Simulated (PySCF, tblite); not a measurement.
# C₃H₆B₂Cl₂F₂: a rotation path, then NMR shifts on frames

Aim: move C₃H₆B₂Cl₂F₂ (`C[C@@H](CB(F)F)B(Cl)Cl`) away from its starting geometry and see how NMR shifts follow the geometry.

Programs: tblite 0.8.0 and PySCF 2.14.0, with density-fitted response routines of our own. Each step states its level of theory. These are calculated values for one molecule in the gas phase, unless marked as measured. Atoms count from 0, in the outputs and in this text.

**1. The molecule as given**

15 atoms, charge 0, multiplicity 1; geometry from: GFN2-xTB.

Bonds of the start (Å): C0–C1 1.54, C1–C2 1.56, C2–B3 1.58, B3–F4 1.32, B3–F5 1.32, C1–B6 1.60, B6–Cl7 1.71, B6–Cl8 1.71, C0–H9 1.09, C0–H10 1.09, C0–H11 1.09, C1–H12 1.09, C2–H13 1.09, C2–H14 1.09.

**2. A band between two rotamers with GFN2-xTB**

The job: settings as JSON, then the geometry in Å.

```
{"job": {"kind": "neb", "xc": "GFN2-xTB", "basis": "xTB", "atoms": [0, 1, 2, 3], "turn": 120}, "charge": 0, "multiplicity": 1}
C     -1.809077    -0.457605     0.151168
C     -0.328626    -0.166716     0.434056
C      0.511195    -0.514374    -0.833613
B      2.056812    -0.309177    -0.576969
F      2.775605    -1.140785     0.147255
F      2.735895     0.723576    -1.031395
B     -0.069274     1.361730     0.845706
Cl    -0.681284     2.630624    -0.125098
Cl     0.861361     1.752550     2.231829
H     -1.941914    -1.499776    -0.127392
H     -2.409174    -0.256400     1.034788
H     -2.171424     0.168381    -0.659726
H      0.001571    -0.836667     1.233815
H      0.300719    -1.554827    -1.087425
H      0.163202     0.107456    -1.658911
```

Method: GFN2-xTB climbing-image nudged elastic band, gas phase.

Run with:

```sh
$ OMP_NUM_THREADS=1 python probes_run.py task.json out
```

This one command runs all jobs of the session in turn.

Standard output:

```text
image   E - E0 / eV
  0       0.0000
  1       0.0181
  2       0.0622
  3       0.1111
  4       0.1368
  5       0.1196
  6       0.0647
  7       0.0458
  8       0.0070
```

It took 6.6 s on 1 thread of Intel Xeon Platinum 8488C, shared host; peak memory 0.18 GiB.

The final band, with the dihedral C0–C1–C2–B3:

```csv
image,dihedral (°),energy (eV),energy (kcal/mol)
0,-177,0.000,0.0
1,-164,0.018,0.4
2,-149,0.062,1.4
3,-135,0.111,2.6
4,-119,0.137,3.2
5,-103,0.120,2.8
6,-82,0.065,1.5
7,-57,0.046,1.1
8,-66,0.007,0.2
```

**3. Nuclear shieldings: image 0, PBE0/pcSseg-1**

The job: settings as JSON, then the geometry in Å.

```
{"job": {"kind": "nmr", "xc": "PBE0", "basis": "pcSseg-1", "pop": false}, "charge": 0, "multiplicity": 1}
C     -1.809100    -0.457600     0.151200
C     -0.328600    -0.166700     0.434100
C      0.511200    -0.514400    -0.833600
B      2.056800    -0.309200    -0.577000
F      2.775600    -1.140800     0.147300
F      2.735900     0.723600    -1.031400
B     -0.069300     1.361700     0.845700
Cl    -0.681300     2.630600    -0.125100
Cl     0.861400     1.752600     2.231800
H     -1.941900    -1.499800    -0.127400
H     -2.409200    -0.256400     1.034800
H     -2.171400     0.168400    -0.659700
H      0.001600    -0.836700     1.233800
H      0.300700    -1.554800    -1.087400
H      0.163200     0.107500    -1.658900
```

Method: GIAO PBE0/pcSseg-1 NMR shielding, non-relativistic, gas phase.

Standard output:

```text
coarse grid: 14576 points
cycle   1  E = -1287.0152766146  dE =  1.054e+00  |g| = 6.841e-01  |ddm| = 3.443e+00
cycle   2  E = -1286.9639062751  dE =  5.137e-02  |g| = 9.241e-01  |ddm| = 9.555e-01
cycle   3  E = -1287.1024632613  dE = -1.386e-01  |g| = 6.006e-02  |ddm| = 5.296e-01
cycle   4  E = -1287.1030992005  dE = -6.359e-04  |g| = 2.880e-02  |ddm| = 6.690e-02
cycle   5  E = -1287.1032769116  dE = -1.777e-04  |g| = 6.232e-03  |ddm| = 2.549e-02
cycle   6  E = -1287.1032860270  dE = -9.115e-06  |g| = 1.577e-03  |ddm| = 7.753e-03
final grid: 134976 points
cycle   7  E = -1287.1613150027  dE = -7.359e-05  |g| = 8.365e-03  |ddm| = 2.588e-02
cycle   8  E = -1287.1613061525  dE =  8.850e-06  |g| = 9.986e-03  |ddm| = 1.516e-02
cycle   9  E = -1287.1613315909  dE = -2.544e-05  |g| = 1.059e-03  |ddm| = 9.079e-03
cycle  10  E = -1287.1613317915  dE = -2.006e-07  |g| = 3.103e-04  |ddm| = 1.173e-03
cycle  11  E = -1287.1613318123  dE = -2.080e-08  |g| = 6.868e-05  |ddm| = 2.841e-04
cycle  12  E = -1287.1613318133  dE = -1.032e-09  |g| = 1.681e-05  |ddm| = 7.548e-05
cycle  13  E = -1287.1613318134  dE = -6.298e-11  |g| = 4.966e-06  |ddm| = 1.570e-05
converged SCF energy = -1287.1613318134

GIAO shielding tensors (ppm)
atom      isotropic    diamagn.    paramagn.     s11        s22        s33       span
  0 C      163.467     246.422     -82.955    148.369    155.799    186.235     37.866
  1 C      152.553     250.028     -97.475    142.451    151.732    163.477     21.025
  2 C      164.808     255.177     -90.368    151.971    162.236    180.218     28.247
  3 B       72.481     193.363    -120.881     45.529     81.686     90.229     44.700
  4 F      240.718     467.506    -226.788     61.332    289.979    370.844    309.512
  5 F      237.285     466.228    -228.943     61.313    289.712    360.831    299.518
  6 B       35.443     192.559    -157.115    -12.966     31.808     87.488    100.453
  7 Cl     694.968    1148.530    -453.562    390.666    725.067    969.169    578.503
  8 Cl     654.795    1148.140    -493.345    374.252    715.164    874.968    500.715
  9 H       30.639      30.025       0.614     26.160     28.246     37.509     11.349
 10 H       30.498      29.194       1.304     25.813     27.896     37.783     11.970
 11 H       30.391      30.342       0.049     26.177     30.304     34.692      8.515
 12 H       29.817      33.300      -3.482     27.170     28.629     33.653      6.483
 13 H       30.682      31.959      -1.278     26.581     28.704     36.761     10.180
 14 H       30.755      32.682      -1.927     27.745     29.979     34.542      6.797
```

It took 30 s on 1 thread of Intel Xeon Platinum 8488C, shared host; peak memory 0.87 GiB.

Shifts follow as δ = σ(reference) − σ, with reference shieldings (ppm) from runs at the same level and on the same kind of geometry: 1H TMS 31.72, 13C TMS 186.9, 19F CFCl3 170.9, 11B BF3·OEt2 100.1, 35Cl HCl 950. The references are single molecules in the gas phase, so shifts against H2O, NH3, PH3, H3PO4 or CFCl3 are not on the usual liquid scales and can be off by tens of ppm. Each atom is listed at this fixed geometry, with no averaging over motion; a spectrum would average atoms that exchange fast.

| atoms | environment | σ (ppm) | δ (ppm) |
| --- | --- | --- | --- |
| C1 | sp3 CH bonded to B | 152.6 | 34.4 |
| C0 | methyl carbon | 163.5 | 23.5 |
| C2 | sp3 CH2 bonded to B | 164.8 | 22.1 |
| H12 | hydrogen on an sp3 CH bonded to B | 29.82 | 1.90 |
| H11 | hydrogen on a methyl carbon | 30.39 | 1.33 |
| H10 | hydrogen on a methyl carbon | 30.50 | 1.22 |
| H9 | hydrogen on a methyl carbon | 30.64 | 1.08 |
| H13 | hydrogen on an sp3 CH2 bonded to B | 30.68 | 1.04 |
| H14 | hydrogen on an sp3 CH2 bonded to B | 30.76 | 0.96 |
| B6 | boron bonded to C, 2 Cl | 35.4 | 64.6 |
| B3 | boron bonded to C, 2 F | 72.5 | 27.6 |
| F5 | fluorine bonded to B | 237.3 | -66.3 |
| F4 | fluorine bonded to B | 240.7 | -69.8 |
| Cl8 | chlorine bonded to B | 655 | 295 |
| Cl7 | chlorine bonded to B | 695 | 255 |

**4. NMR shieldings: image 2, PBE0/pcSseg-1**

The job: settings as JSON, then the geometry in Å.

```
{"job": {"kind": "nmr", "xc": "PBE0", "basis": "pcSseg-1", "pop": false}, "charge": 0, "multiplicity": 1}
C     -1.714000    -0.559100     0.227500
C     -0.276700    -0.052600     0.417200
C      0.544300    -0.309600    -0.889700
B      2.067800    -0.557000    -0.557600
F      2.490600    -1.704400    -0.067400
F      3.018100     0.341900    -0.701000
B     -0.230800     1.507300     0.785800
Cl    -1.116100     2.632700    -0.157100
Cl     0.706800     2.089700     2.095300
H     -1.707800    -1.624800     0.011700
H     -2.293900    -0.396500     1.132500
H     -2.198800    -0.036800    -0.592600
H      0.175700    -0.648000     1.216700
H      0.129700    -1.198700    -1.366500
H      0.400900     0.524100    -1.576600
```

Method: GIAO PBE0/pcSseg-1 NMR shielding, non-relativistic, gas phase.

Standard output:

```text
coarse grid: 14576 points
cycle   1  E = -1287.0147286408  dE =  1.047e+00  |g| = 6.825e-01  |ddm| = 3.422e+00
cycle   2  E = -1286.9655092221  dE =  4.922e-02  |g| = 9.165e-01  |ddm| = 9.189e-01
cycle   3  E = -1287.1013952708  dE = -1.359e-01  |g| = 5.906e-02  |ddm| = 5.025e-01
cycle   4  E = -1287.1020007986  dE = -6.055e-04  |g| = 2.858e-02  |ddm| = 6.492e-02
cycle   5  E = -1287.1021746193  dE = -1.738e-04  |g| = 6.014e-03  |ddm| = 2.462e-02
cycle   6  E = -1287.1021830671  dE = -8.448e-06  |g| = 1.526e-03  |ddm| = 7.487e-03
final grid: 134976 points
cycle   7  E = -1287.1601874856  dE = -7.476e-05  |g| = 8.149e-03  |ddm| = 2.655e-02
cycle   8  E = -1287.1601790740  dE =  8.412e-06  |g| = 9.700e-03  |ddm| = 1.487e-02
cycle   9  E = -1287.1602031765  dE = -2.410e-05  |g| = 1.040e-03  |ddm| = 8.854e-03
cycle  10  E = -1287.1602033666  dE = -1.900e-07  |g| = 2.972e-04  |ddm| = 1.132e-03
cycle  11  E = -1287.1602033859  dE = -1.937e-08  |g| = 6.723e-05  |ddm| = 2.781e-04
cycle  12  E = -1287.1602033869  dE = -1.021e-09  |g| = 1.578e-05  |ddm| = 7.301e-05
cycle  13  E = -1287.1602033870  dE = -5.821e-11  |g| = 4.334e-06  |ddm| = 1.479e-05
converged SCF energy = -1287.1602033870

GIAO shielding tensors (ppm)
atom      isotropic    diamagn.    paramagn.     s11        s22        s33       span
  0 C      162.600     246.714     -84.113    145.100    157.908    184.793     39.693
  1 C      154.566     249.743     -95.177    141.793    154.446    167.460     25.667
  2 C      166.074     254.621     -88.547    149.999    163.821    184.402     34.404
  3 B       72.651     193.126    -120.475     46.552     80.634     90.766     44.214
  4 F      245.257     467.743    -222.486     75.426    295.375    364.971    289.545
  5 F      239.714     466.480    -226.766     65.707    289.348    364.087    298.380
  6 B       35.586     191.813    -156.227    -11.771     32.503     86.025     97.796
  7 Cl     704.836    1148.180    -443.344    410.430    746.156    957.922    547.492
  8 Cl     654.507    1147.940    -493.433    371.892    713.820    877.809    505.918
  9 H       30.637      30.314       0.322     25.990     28.489     37.431     11.442
 10 H       30.575      29.336       1.239     25.817     28.091     37.816     12.000
 11 H       30.266      30.420      -0.154     26.151     30.133     34.514      8.363
 12 H       29.926      33.557      -3.631     27.611     28.696     33.473      5.862
 13 H       30.948      32.350      -1.402     26.601     29.902     36.340      9.739
 14 H       30.585      32.194      -1.609     26.565     31.010     34.181      7.616
```

Wall time 29 s (1 thread of Intel Xeon Platinum 8488C, shared host); peak memory 0.9 GiB.

This run: δ C1 32.4, C0 24.3, C2 20.9, B6 64.5, H12 1.79, H11 1.45 ppm.

(Part 1 of 2 ends here.)
